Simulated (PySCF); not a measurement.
# H12Si5: the cost of one run

The runs use PySCF 2.14.0, with density-fitted response routines of our own; the level of theory stands in each step. All values are computed, except where a source is named. Atoms count from 0, in the outputs and in this text.

### Step 1. Starting geometry

17 atoms, charge 0, multiplicity 1; geometry from: GFN2-xTB. The atoms were then displaced at random by about 0.01 Å, so the start is not that level's minimum.

Bonds of the start (Å): Si0–Si1 2.29, Si1–Si2 2.34, Si2–Si3 2.38, Si2–Si4 2.32, Si0–H5 1.50, Si0–H6 1.46, Si0–H7 1.45, Si1–H8 1.50, Si1–H9 1.47, Si2–H10 1.47, Si3–H11 1.45, Si3–H12 1.44, Si3–H13 1.46, Si4–H14 1.46, Si4–H15 1.46, Si4–H16 1.47.

### Step 2. Optimising the geometry at PBE0-D3(BJ)/def2-SVP

The job: settings as JSON, then the geometry in Å.

```
{"job": {"xc": "PBE0", "basis": "def2-SVP", "d3": "d3bj", "grid": 1, "shake": 0.01, "kind": "geom"}, "charge": 0, "multiplicity": 1}
Si    -2.937000    -1.335060    -0.136530
Si    -0.735180    -1.349170     0.478310
Si     0.649610     0.295170    -0.433260
Si     2.968220    -0.237170    -0.399410
Si     0.230580     2.398470     0.447080
H     -3.406210     0.071340    -0.385790
H     -3.185080    -2.051280    -1.382480
H     -3.860950    -1.865120     0.847740
H     -0.633850    -1.241510     1.967500
H     -0.168250    -2.680580     0.216600
H      0.280420     0.371540    -1.849640
H      3.250330    -1.455790    -1.142110
H      3.767850     0.820620    -0.957900
H      3.375990    -0.465570     0.983870
H      1.333040     3.336370     0.259170
H     -0.955780     3.055990    -0.105570
H      0.009750     2.343600     1.901540
```

Command:

```
$ OMP_NUM_THREADS=1 python probes_run.py task.json out
```

This one command runs all jobs of the session in turn.

**Question.** How long does this first job take on 1 thread of Intel Xeon at 2.50GHz, shared host, and how much memory does it need?

About 4.8 min, with a peak of 0.61 GiB.
